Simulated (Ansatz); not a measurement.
Write a Python script for Ansatz 0.2.0 through its Python package that makes a rigid scan of one bond angle of CH₃CuO, SMILES C[O][Cu]. Use (for the species named): PBE0, def2-SVP basis, multiplicity 1, D4 dispersion.

```
atom    x (Å)    y (Å)    z (Å)
   C   0.5414  -0.2026  -0.0064
   O  -0.1784   0.9442  -0.5449
  Cu  -2.4070   0.5275   0.1638
   H   0.1327  -1.0767  -0.4435
   H   1.5710  -0.1067  -0.2996
   H   0.3824  -0.1497   1.0843
```

The script, `bend_ch3cuo.py`:
```python
import ansatz as az
from ase import Atoms


def main() -> None:
    atoms = Atoms(['C', 'O', 'Cu', 'H', 'H', 'H'], positions=[
        (0.5414, -0.2026, -0.0064),
        (-0.1784, 0.9442, -0.5449),
        (-2.407, 0.5275, 0.1638),
        (0.1327, -1.0767, -0.4435),
        (1.571, -0.1067, -0.2996),
        (0.3824, -0.1497, 1.0843),
    ])

    first = (
        az.Crystal.molecule_from_ase(atoms).calculation()
        .basis(gaussian='def2-SVP')
        .functional('PBE0', dispersion='d4')
        .relax(force_tolerance=0.02, max_steps=80)
    )
    atoms.positions = first.run(threads=1).report['positions_ang']

    rows = []
    for angle in [85, 95, 105, 115, 125, 140, 160]:
        bent = atoms.copy()
        bent.set_angle(0, 1, 2, angle, indices=[2])
        job = (
            az.Crystal.molecule_from_ase(bent).calculation()
            .basis(gaussian='def2-SVP')
            .functional('PBE0', dispersion='d4')
        )
        rows.append((angle, job.run(threads=1).report['free_energy_ev']))
    floor = min(e for _, e in rows)
    for angle, e in rows:
        print(f'angle C0-O1-Cu2 = {angle:3d} deg   {1000 * (e - floor):9.1f} meV')


if __name__ == '__main__':
    main()
```

```console
$ python bend_ch3cuo.py
angle C0-O1-Cu2 =  85 deg       682.3 meV
angle C0-O1-Cu2 =  95 deg       330.2 meV
angle C0-O1-Cu2 = 105 deg       117.8 meV
angle C0-O1-Cu2 = 115 deg        14.5 meV
angle C0-O1-Cu2 = 125 deg         0.0 meV
angle C0-O1-Cu2 = 140 deg        95.2 meV
angle C0-O1-Cu2 = 160 deg       308.6 meV
```

The scan is rigid, and the energies are electronic, in a modest basis. The zero is the lowest point of the grid, which needn't be the minimum. Timing: 38 s on 1 thread of Arm Neoverse V2, with other jobs on the host, peak memory 0.22 GiB.
